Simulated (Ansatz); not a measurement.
**Cl₂GeH₄OSi: how energies converge with the basis set**

One table from this session's results is given with a row withheld; the runs are named, their logs left out.

The runs use Ansatz 0.2.0, Gaussian basis; one geometry, several basis sets.

Plan: PBE0-D4/def2-SVP; ωB97M-V/def2-SVP; PBE0-D4/def2-QZVPP; ωB97M-V/def2-QZVPP; the functionals' def2-TZVPP values are taken from earlier runs.

### Structure used throughout

The geometry comes from an earlier relaxation with PBE0-D4 in a triple-zeta def2 set; it is a stationary point, not always the lowest conformer.

9 atoms, charge 0, spin multiplicity 1.

Atoms are counted from 1 here; the program's logs count them from 0.

Bond lengths: O1–Ge2 1.761 Å, O1–H6 0.962 Å, Ge2–Si3 2.379 Å, Ge2–Cl4 2.155 Å, Ge2–Cl5 2.155 Å, Si3–H7 1.481 Å, Si3–H8 1.482 Å, Si3–H9 1.482 Å. Angles: Ge2–O1–H6 113.4°, O1–Ge2–Si3 110.4°, O1–Ge2–Cl4 108.2°, O1–Ge2–Cl5 108.2°, Si3–Ge2–Cl4 112.2°, Si3–Ge2–Cl5 112.2°, Cl4–Ge2–Cl5 105.4°, Ge2–Si3–H7 106.8°, Ge2–Si3–H8 108.1°, Ge2–Si3–H9 108.1°, H7–Si3–H8 111.2°, H7–Si3–H9 111.2°, H8–Si3–H9 111.4°.

Set-up of the first run:

Input file in.yaml:

```yaml
crystal:
  periodic: [false, false, false]
  atoms:
    - {symbol: O, position_ang: [-1.711321, 1.084712, 0.272872]}
    - {symbol: Ge, position_ang: [-0.331067, 0.411072, -0.588079]}
    - {symbol: Si, position_ang: [0.977742, -0.939491, 0.868525]}
    - {symbol: Cl, position_ang: [-1.068705, -0.697757, -2.282169]}
    - {symbol: Cl, position_ang: [0.803604, 2.041614, -1.423301]}
    - {symbol: H, position_ang: [-2.270486, 1.640887, -0.277611]}
    - {symbol: H, position_ang: [2.107889, -1.462574, 0.066298]}
    - {symbol: H, position_ang: [0.121067, -2.040503, 1.368032]}
    - {symbol: H, position_ang: [1.459775, -0.084158, 1.978334]}
basis:
  gaussian: {orbitals: def2-SVP}
hamiltonian: {xc: pbe0, dispersion: d4}
output: {orbitals: {seedname: orbitals}}
```

Command:

```
$ ansatz run in.yaml --threads 4 --pin off --events-out ev --progress --plain --max-ram 10444MiB
```

Steps of the session up to this table: PBE0-D4 in def2-SVP; ωB97M-V in def2-SVP; PBE0-D4 in def2-QZVPP; ωB97M-V in def2-QZVPP.

One table of the session follows, with a row left open; its other results are not shown here.

It belongs to the step «Functionals by basis». 

```
functional       basis  HOMO (eV)
   PBE0-D4    def2-SVP      -8.58
   PBE0-D4  def2-TZVPP      -8.70
   PBE0-D4  def2-QZVPP          ?
   ωB97M-V    def2-SVP     -10.59
   ωB97M-V  def2-TZVPP     -10.75
   ωB97M-V  def2-QZVPP     -10.79
```

Q: Estimate the row for PBE0-D4, def2-QZVPP from the others.

The run gave: HOMO (eV): -8.73. In the column «HOMO (eV)» it lies between ωB97M-V, def2-SVP (-10.59) and PBE0-D4, def2-TZVPP (-8.70).
